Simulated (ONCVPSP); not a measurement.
**Pseudopotential generation for Sm: ONCV, PBEsol**

Task: generate the file, and judge it by its errors in other configurations, its logarithmic derivatives, its ghosts and its cutoff.

Method: ONCVPSP 4.0.1, PBEsol, scalar-relativistic.

## (1) Starting point

The settings as typed:

| Quantity | Value |
| --- | --- |
| element | samarium (Sm, Z = 62) |
| type | optimised norm-conserving Vanderbilt (ONCV) |
| frozen core | [Kr] 4d10 |
| valence charge | 16 |
| reference configuration | 4f6 5s2 5p6 6s2 |
| partial waves | 5s+6s: rc 2.65 bohr, ncon 4, nbas 8, qcut 6.4 1/bohr, 2 projectors; 5p: rc 2.05 bohr, ncon 4, nbas 8, qcut 7.2 1/bohr, 1 projector; d scattering state at 0.27 Ha: rc 2.70 bohr, ncon 4, nbas 7, qcut 3.2 1/bohr, 2 projectors, debl 1.7 Ha; 4f: rc 1.30 bohr, ncon 5, nbas 10, qcut 14.3 1/bohr, 3 projectors, debl 2.9 Ha |
| local potential | polynomial inside 0.95 bohr (lpopt 5, dvloc0 1 Ha) |
| core correction | Teter function fitted to the true core (icmod 2), fcfact 0.7 |

An earlier all-electron run gives the scale for the radii.

All-electron outer shells of the reference configuration (PBEsol, scalar-relativistic, ld1.x):

| shell | level (eV) | outermost node (bohr) | outermost maximum (bohr) |
| --- | --- | --- | --- |
| 5s | -43.30 | 0.69 | 1.27 |
| 5p | -23.25 | 0.74 | 1.43 |
| 6s | -3.60 | 1.70 | 3.66 |
| 4f | -2.51 | – | 0.61 |
| 5d | -1.70 | 0.84 | 2.17 |
| 6p | -1.19 | 2.06 | 4.94 |

## (2) The generation run

Sm.dat reads:

```
# ATOM AND REFERENCE CONFIGURATION
# atsym  z   nc   nv     iexc    psfile
  Sm 62.00    9    4  -116133      upf
#
#   n    l    f
    1    0    2.00
    2    0    2.00
    2    1    6.00
    3    0    2.00
    3    1    6.00
    3    2   10.00
    4    0    2.00
    4    1    6.00
    4    2   10.00
    4    3    6.00
    5    0    2.00
    5    1    6.00
    6    0    2.00
#
# PSEUDOPOTENTIAL AND OPTIMIZATION
# lmax
    3
#
#   l,   rc,      ep,       ncon, nbas, qcut
    0    2.65    0.00    4    8    6.40
    1    2.05    0.00    4    8    7.20
    2    2.70    0.27    4    7    3.20
    3    1.30    0.00    5   10   14.30
#
# LOCAL POTENTIAL
# lloc, lpopt,  rc(5),   dvloc0
    4    5    0.95    1.00
#
# VANDERBILT-KLEINMAN-BYLANDER PROJECTORs
# l, nproj, debl
    0    2    3.50
    1    1    1.70
    2    2    1.70
    3    3    2.90
#
# MODEL CORE CHARGE
# icmod, fcfact, rcfact
    2    0.70    1.15
#
# LOG DERIVATIVE ANALYSIS
# epsh1, epsh2, depsh
   -3.00    5.00    0.02
#
# OUTPUT GRID
# rlmax, drl
    6.00    0.01
#
# TEST CONFIGURATIONS
# ncnf
    4
# nvcnf
#   n    l    f
    4
    4    3    6.00
    5    0    2.00
    5    1    6.00
    6    0    1.00
#
    4
    4    3    6.00
    5    0    2.00
    5    1    6.00
    6    0    0.00
#
    4
    4    3    5.00
    5    0    2.00
    5    1    6.00
    6    0    0.00
#
    5
    4    3    6.00
    5    0    2.00
    5    1    6.00
    6    0    1.00
    6    1    1.00
#
```

Started as:

```
oncvpsp.x < Sm.dat > Sm.out
```

Before running it: what results should come out? Wanted: cutoffs for 1 and 0.1 mHa per electron, occupied waves; bound ghosts; GHOST(+) flags; largest phase difference near zero energy, channels read; rms error of d²Exc/dn², without and with the model core; projector energies reset by the program.

**Answer**, as computed:

| quantity | value |
| --- | --- |
| cutoffs for 1 and 0.1 mHa per electron, occupied waves | 86 Ha and 97 Ha |
| bound ghosts | s at -211.53 eV, p at -64.15 eV |
| GHOST(+) flags | d at 12 eV |
| largest phase difference near zero energy, channels read | 0.002 rad |
| rms error of d²Exc/dn², without and with the model core | 8.03 and 1.91 mHa |
| projector energies reset by the program | d: 0.050, 1.750 Ha |

In words: It has a bound ghost (s, p), a state that the atom doesn't have, and that rules the file out. It counts as very hard, with 86 Ha needed at the looser tolerance. At the looser tolerance the 4f wave is the slowest; 5p needs 15 Ha. Near zero energy the phases of the channels with partial waves agree within 0.002 rad. The pseudo curves have a pole with no partner nearby in the atom's: p at -2.35 Ha. The program also flags highly localised states, GHOST(+) (d). All of this concerns the isolated atom, not yet a solid.
